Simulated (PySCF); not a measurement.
# MoO₂⁺: relaxation and vibrations of the quartet

The task is one start of a wider search on MoO₂⁺: the quartet, from a end-on start. It is relaxed, tested by its Hessian and followed downhill if it is a saddle.

Method: PBE, basis Mo def2-TZVP with ECP28, O def2-TZVP, scalar-relativistic core potentials, no spin–orbit coupling, density fitting; program: PySCF 2.14.0.

## (1) The starting structure

3 atoms, charge 1, spin multiplicity 4.

Bond lengths: Mo1–O2 2.070 Å, O2–O3 1.445 Å. Angles: Mo1–O2–O3 119.9°.

Z-matrix (Å, degrees; charge 1 multiplicity 4):
```
Mo
O  1 2.0703
O  2 1.4450 1 119.89
```

## (2) The SCF at the typed geometry

The steps below are one call of a driver around PySCF. For each, scf.py gives the equivalent set-up of the SCF; relaxations use the driver's own optimiser. After this first run the driver tries any further starts and a stability analysis.

Input file scf.py:

```python
from pyscf import gto, scf, dft
mol = gto.M(atom='''
Mo     0.000000     0.000000     0.000000
O      0.000000     0.000000     2.070300
O      1.252800     0.000000     2.790300''',
    basis={'Mo': 'def2-TZVP', 'O': 'def2-TZVP'},
    ecp={'Mo': 'def2-TZVP'},
    charge=1, spin=3)
mf = dft.UKS(mol, xc='PBE')
mf.grids.atom_grid = (50, 194)
aux = {'Mo': 'def2-universal-JKFIT', 'O': 'def2-universal-JKFIT'}
mf = mf.density_fit(auxbasis=aux)
mf.conv_tol = 1e-08
mf.diis_space = 10
mf.max_cycle = 60
mf.init_guess = 'minao'
mf.verbose = 4
mf.kernel()
```

Launch:

```bash
$ OMP_NUM_THREADS=2 python axn.py task.json out
```

The runs that follow: Relaxing the quartet from the end-on start; Is it a minimum? Harmonic modes.

Q: Predict the outcome of this session. Wanted: minimum; geometry; wavenumbers; dipole moment; highest occupied, lowest empty level; polar-tensor charge of Mo1; zero-point energy; ⟨S²⟩.

The runs gave:

| quantity | value |
| --- | --- |
| minimum | quartet, C∞v |
| geometry | Mo–O 1.791 Å, O–O 1.236 Å; Mo–O–O 180.0° |
| wavenumbers (cm⁻¹) | 188 (π), 495 (σ+), 1421 (σ+) |
| dipole moment (centre of mass) | 3.96 D |
| highest occupied, lowest empty level (either spin) | -11.76, -10.02 eV |
| polar-tensor charge of Mo1 | +0.99 e |
| zero-point energy | 13.7 kJ/mol |
| entropy at 298.15 K | 273.8 J/(mol K) |
| ⟨S²⟩ | 4.202 |

From Cs at the start the molecule goes to a C∞v minimum. The determinant is spin-contaminated (⟨S²⟩ = 4.20 against 3.75), so it is no pure spin state. In the infrared the band at 1421 cm⁻¹ (σ+) leads. Most of the spin sits on Mo1 (Mulliken spin 3.87, against 3 for the whole molecule). Other starts or spin states, not run here, may lie lower. Open d and f shells are described by one determinant, and the ground state may have another occupation or spin.
